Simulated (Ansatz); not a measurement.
Working through a convergence test of the k-point mesh of Ir, space group P6_3/mmc

Computed with Ansatz 0.2.0, Python API.

Notebook, run cell by cell (the value of a cell's last expression is shown):

**Cell 1**
```python
import warnings

import ansatz as az
from tabulate import tabulate
```

**Cell 2**
```python
config = {
    "xc": "r2scan",
    "sigma": 0.15,
}
```

**Cell 3**
```python
warnings.simplefilter("ignore", az.DeckWarning)
```

**Cell 4**
```python
system = (
    az.Lattice.from_parameters(2.751378, 2.751378, 4.46229, alpha=90.0, beta=90.0, gamma=120.0)
    .atom("Ir", (2 / 3, 1 / 3, 0.75))
    .atom("Ir", (1 / 3, 2 / 3, 0.25))
)
```

**Cell 5**
```python
calc = (
    system.calculation()
    .functional(config["xc"])
    .occupations(az.OccupationsMethod.FERMI_DIRAC, width=config["sigma"])
    .basis(41 * az.Ry)
)
```

**Cell 6**
```python
rows = []
for value in [0.9, 0.7, 0.55, 0.45, 0.35]:
    r = calc.kpoints(spacing=value).run(threads=1, backend="cpu").report
    rows.append((value, r["free_energy_ev"] / len(r["lattice"]["sites"]), r["n_iterations"], r["n_kpoints"]))
```

**Cell 7**
```python
print(tabulate(rows, headers=["spacing (1/A)", "F/atom (eV)", "iterations", "k-points"], floatfmt=".4f", tablefmt="grid"))
```
Output:
```text
+-----------------+---------------+--------------+------------+
|   spacing (1/A) |   F/atom (eV) |   iterations |   k-points |
+=================+===============+==============+============+
|          0.9000 |   -11948.0826 |            7 |          6 |
+-----------------+---------------+--------------+------------+
|          0.7000 |   -11948.8782 |            8 |          8 |
+-----------------+---------------+--------------+------------+
|          0.5500 |   -11948.6014 |            7 |         10 |
+-----------------+---------------+--------------+------------+
|          0.4500 |   -11948.6552 |            7 |         21 |
+-----------------+---------------+--------------+------------+
|          0.3500 |   -11948.6379 |            7 |         30 |
+-----------------+---------------+--------------+------------+
```

**Cell 8**
```python
for row in rows[:-1]:
    shift = 1000 * (row[1] - rows[-1][1])
    print(f"{row[0]}: {shift:+.2f} meV/atom" + ("  (within 2 meV)" if abs(shift) < 2 else ""))
```
Output:
```text
0.9: +555.33 meV/atom
0.7: -240.24 meV/atom
0.55: +36.56 meV/atom
0.45: -17.28 meV/atom
```

What to keep in mind:
- Spin is left out of this run.
- A Fermi-Dirac width this large means warm electrons, whose thermal share enters the free energy.
- Spin-orbit coupling, which matters for elements this heavy, is left out.
- This isn't the structure that Ir takes at ambient conditions.
- Shifts are counted from the finest mesh, which is itself no proven limit.
- Finished in 7.2 s on 1 thread of Arm Neoverse V2, with other jobs on the host, peak memory 0.4 GiB.
